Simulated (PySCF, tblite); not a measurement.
# C3H6NSSi radical: geometry, infrared bands and EPR parameters

Wanted: the infrared bands and EPR parameters of C3H6NSSi radical (`C=C/C=N/[SiH]S`), by calculation.

Programs: tblite 0.8.0 and PySCF 2.14.0, with density-fitted response routines of our own. Each step states its level of theory. These are calculated values for one molecule in the gas phase, unless marked as measured. Atoms are numbered from 0 throughout.

### Step 1. The molecule as given

12 atoms, charge 0, multiplicity 2; geometry from: force field or distance geometry start.

Bonds of the start (Å): C0–C1 1.33, C1–C2 1.50, C2–N3 1.29, N3–Si4 1.75, Si4–S5 2.13, C0–H6 1.10, C0–H7 1.09, C1–H8 1.07, C2–H9 1.11, Si4–H10 1.48, S5–H11 1.34.

### Step 2. Geometry optimisation with GFN2-xTB

The job: settings as JSON, then the geometry in Å.

```
{"job": {"kind": "relax", "xc": "GFN2-xTB", "basis": "xTB"}, "charge": 0, "multiplicity": 2}
C     -2.465000     0.158400     0.240000
C     -1.468400     0.205300    -0.643600
C     -0.108700    -0.270600    -0.237700
N      0.856100    -0.218300    -1.094100
Si     2.395600    -0.803800    -0.506800
S      3.238300     0.828800     0.579300
H     -3.460400     0.509900    -0.053000
H     -2.346500    -0.202200     1.258800
H     -1.577400     0.567100    -1.644600
H     -0.028100    -0.639600     0.803100
H      2.141200    -1.913500     0.433400
H      2.824500     1.777900    -0.263600
```

Launch:

```console
OMP_NUM_THREADS=1 python probes_run.py task.json out
```

One launch serves the whole session: the jobs run in the order shown.

**Question.** This job is followed by: GFN2-xTB harmonic vibrations, gas phase; UKS B3LYP, pcH-1 on C H N S Si, non-relativistic, mean-field spin-orbit, GIAO. What will the session give for the following? strongest single infrared mode (GFN2-xTB); zero-point energy (GFN2-xTB); g(iso) (B3LYP); ⟨S²⟩; largest a(iso); potential on the surface of density 0.002 e/bohr³, 1st and 99th percentile.

As calculated:

| quantity | value |
| --- | --- |
| strongest single infrared mode (GFN2-xTB) | 2375 cm⁻¹, 159 km/mol |
| zero-point energy (GFN2-xTB) | 49.3 kcal/mol |
| g(iso) (B3LYP) | 2.00409 |
| ⟨S²⟩ | 0.781 (exact 0.75) |
| largest a(iso) | 29Si on Si4, -97.9 MHz |
| potential on the surface of density 0.002 e/bohr³, 1st and 99th percentile | -0.94 V and 1.37 V |

**Reading.** Relaxing lowered the energy by 1.084 eV in 106 steps; the close pair that moved most is N3–Si4, from 1.749 to 1.632 Å. All 30 modes are real, so the xTB geometry is a minimum. The strongest single mode, at 2375 cm⁻¹, moves mainly H10. Unscaled tight-binding wavenumbers are off by several per cent, some by more. Its intensities can rank the bands wrongly. The largest spin populations lie on Si4 (0.51 e), C2 (0.43 e), C0 (0.41 e). The isotropic g lies 1.8 ppt above the free-electron value. These values are for one conformer; the search (at its own cheap level) found 2 more, at 0.01, 4.57 kcal/mol (those within 0.05 may be mirror or relabelled copies), and measured spectra average over such forms.
